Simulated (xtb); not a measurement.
**GFN1-xTB run of C4H10Si (SMILES [SiH3]CC1CC1)**

Aim: the electronic atomisation energy of C4H10Si at GFN1-xTB, from 4 runs. 

Program for the calculation: xtb 6.7.1.

12 further runs of the same task are left out: 1 that didn't finish, 11 set aside as unsound or not needed.

## (1) The system as given

The species is C4H10Si (15 atoms), meant as a singlet with charge 0. SMILES: `[SiH3]CC1CC1`. Geometry: relaxed at GFN2-xTB. This is one conformer, not always the lowest.

Bond lengths: Si1–C2 1.904 Å, C2–C3 1.509 Å, C3–C4 1.500 Å, C3–C5 1.497 Å, C4–C5 1.500 Å, Si1–H6 1.465 Å, Si1–H7 1.464 Å, Si1–H8 1.465 Å, C2–H9 1.092 Å, C2–H10 1.093 Å, C3–H11 1.084 Å, C4–H12 1.080 Å, C4–H13 1.080 Å, C5–H14 1.080 Å, C5–H15 1.080 Å. Some angles: Si1–C2–C3 112.4°, C2–C3–C4 120.4°, C2–C3–C5 119.8°, C4–C3–C5 60.1°, C3–C4–C5 59.9°, C3–C5–C4 60.0°, Si1–C2–H9 109.8°, Si1–C2–H10 109.8°, C3–C2–H9 109.0°, C3–C2–H10 109.1°.

## (2) Energy and forces at GFN1-xTB

.CHRG

```
0
```

.UHF

```
0
```

coord

```
$coord angs
    -0.7346500     2.0880400     0.2204200  Si
     0.4703000     0.6659900     0.6080600  C
     0.4711900    -0.3964400    -0.4632600  C
     0.8347600    -1.8118000    -0.1266600  C
    -0.5845400    -1.4580800    -0.4605500  C
    -0.3333900     2.7378300    -1.0293700  H
    -2.0923400     1.5589000     0.0823000  H
    -0.6898000     3.0590200     1.3160500  H
     0.2073400     0.2080000     1.5635600  H
     1.4835500     1.0601400     0.7217600  H
     0.7901300    -0.0330600    -1.4337400  H
     1.0699400    -2.0448100     0.9014900  H
     1.4039300    -2.3882100    -0.8406700  H
    -0.9907300    -1.7941300    -1.4026500  H
    -1.3056800    -1.4513800     0.3432600  H
$end
```

Started as:

```sh
$ xtb coord --gfn 1 --grad > run.log 2> xtb.err
```

Standard output:

```text
* xtb version 6.7.1
[...]
          :  # basis functions                  46          :
[...]
          :  # electrons                        30          :
[...]
          :  Hamiltonian                  GFN1-xTB          :
[...]
          :  net charge                          0          :
          :  unpaired electrons                  0          :
[...]
   *** convergence criteria satisfied after 10 iterations ***
[...]
         ::                     SUMMARY                     ::
         :::::::::::::::::::::::::::::::::::::::::::::::::::::
         :: total energy             -15.680996885768 Eh    ::
         :: gradient norm              0.023064712572 Eh/a0 ::
         :: HOMO-LUMO gap              6.073279701627 eV    ::
         ::.................................................::
         :: SCC energy               -15.895031968623 Eh    ::
         :: -> electrostatic           0.003911731631 Eh    ::
         :: repulsion energy           0.219344263422 Eh    ::
         :: dispersion energy         -0.005309180568 Eh    ::
         :: halogen bond corr.         0.000000000000 Eh    ::
         :: add. restraining           0.000000000000 Eh    ::
         :: total charge               0.000000000000 e     ::
         :::::::::::::::::::::::::::::::::::::::::::::::::::::
[...]
        15        2.0000           -0.4233877             -11.5210 (HOMO)
        16                         -0.2001988              -5.4477 (LUMO)
[...]
          | TOTAL ENERGY              -15.680996885768 Eh   |
          | GRADIENT NORM               0.023064712572 Eh/α |
          | HOMO-LUMO GAP               6.073279701627 eV   |
           -------------------------------------------------
[...]
```

Standard error:

```text
normal termination of xtb
```

It took 0.097 s on 1 thread of Intel Xeon Platinum 8175M at 2.50GHz (Skylake/Cascade Lake), shared host.

## (3) The C atom: the energy at GFN1-xTB

geom.xyz

```xyz
1
start
C      0.00000     0.00000     0.00000
```

Run the same way, it converges to -1.73932 Eh (log not shown).

## (4) The H atom: the energy at GFN1-xTB

input.xyz

```xyz
1
start
H      0.000000     0.000000     0.000000
```

Run the same way, it converges to -0.40143 Eh (log not shown).

## (5) The Si atom: the energy at GFN1-xTB

input.inp

```
$chrg 0
$spin 2
$end
```

struc.xyz

```xyz
1

Si     0.00000000     0.00000000     0.00000000
```

Started as:

```sh
$ xtb struc.xyz --input input.inp --gfn 1 --scc --json > out.txt
```

Standard output:

```text
* xtb version 6.7.1
[...]
          :  # basis functions                  10          :
[...]
          :  # electrons                         4          :
[...]
          :  Hamiltonian                  GFN1-xTB          :
[...]
          :  net charge                          0          :
          :  unpaired electrons                  2          :
[...]
   *** convergence criteria satisfied after 3 iterations ***
[...]
         ::                     SUMMARY                     ::
         :::::::::::::::::::::::::::::::::::::::::::::::::::::
         :: total energy              -1.623448985142 Eh    ::
         :: gradient norm              0.000000000000 Eh/a0 ::
         :: HOMO-LUMO gap              0.000000000000 eV    ::
         ::.................................................::
         :: SCC energy                -1.623448985142 Eh    ::
         :: -> electrostatic           0.000000000000 Eh    ::
         :: repulsion energy           0.000000000000 Eh    ::
         :: dispersion energy          0.000000000000 Eh    ::
         :: halogen bond corr.         0.000000000000 Eh    ::
         :: add. restraining           0.000000000000 Eh    ::
         :: total charge               0.000000000000 e     ::
         :::::::::::::::::::::::::::::::::::::::::::::::::::::
[...]
         3        0.6667           -0.2777270              -7.5573 (HOMO)
         4        0.6667           -0.2777270              -7.5573 (LUMO)
[...]
          | TOTAL ENERGY               -1.623448985142 Eh   |
          | GRADIENT NORM               0.000000000000 Eh/α |
          | HOMO-LUMO GAP               0.000000000000 eV   |
           -------------------------------------------------
[...]
```

Standard error:

```text
normal termination of xtb
```

Wall time 0.048 s (1 thread of Intel Xeon Platinum 8175M at 2.50GHz (Skylake/Cascade Lake), shared host).

## (6) Outcome

Level: GFN1-xTB.

| quantity | value |
| --- | --- |
| molecule: total energy | -15.68100 Eh |
| molecule: dipole moment | 0.87 D |
| molecule: HOMO energy | -11.52 eV |
| molecule: LUMO energy | -5.45 eV |
| molecule: HOMO–LUMO gap | 6.07 eV |
| molecule: dispersion energy | -13.94 kJ/mol |
| molecule: largest force on an atom | 0.737 eV/Å |
| C atom: total energy | -1.73932 Eh |
| C atom: dipole moment | 0.00 D |
| C atom: HOMO energy (partly filled) | -10.05 eV |
| C atom: LUMO energy | -10.05 eV |
| H atom: total energy | -0.40143 Eh |
| H atom: dipole moment | 0.00 D |
| H atom: HOMO energy (partly filled) | -10.92 eV |
| Si atom: total energy | -1.62345 Eh |
| Si atom: dipole moment | 0.00 D |
| Si atom: HOMO energy (partly filled) | -7.56 eV |
| Si atom: LUMO energy | -7.56 eV |
| electronic atomisation energy | 83.973 eV |

In words: The method runs without spin polarisation, so open shells lack the exchange term that lowers high spin: such energies come out too high. The largest force (molecule) is 0.74 eV/Å: the shape isn't a stationary point for this species at this level. Taking the molecule apart into free atoms costs 83.97 eV (1936 kcal/mol), before zero-point energy and without spin-orbit coupling. Tight-binding and semi-empirical models aren't fitted to free atoms, so this value can be far from the true one. Mulliken charges (molecule) run from -0.15 on C2 to +0.24 on Si1.
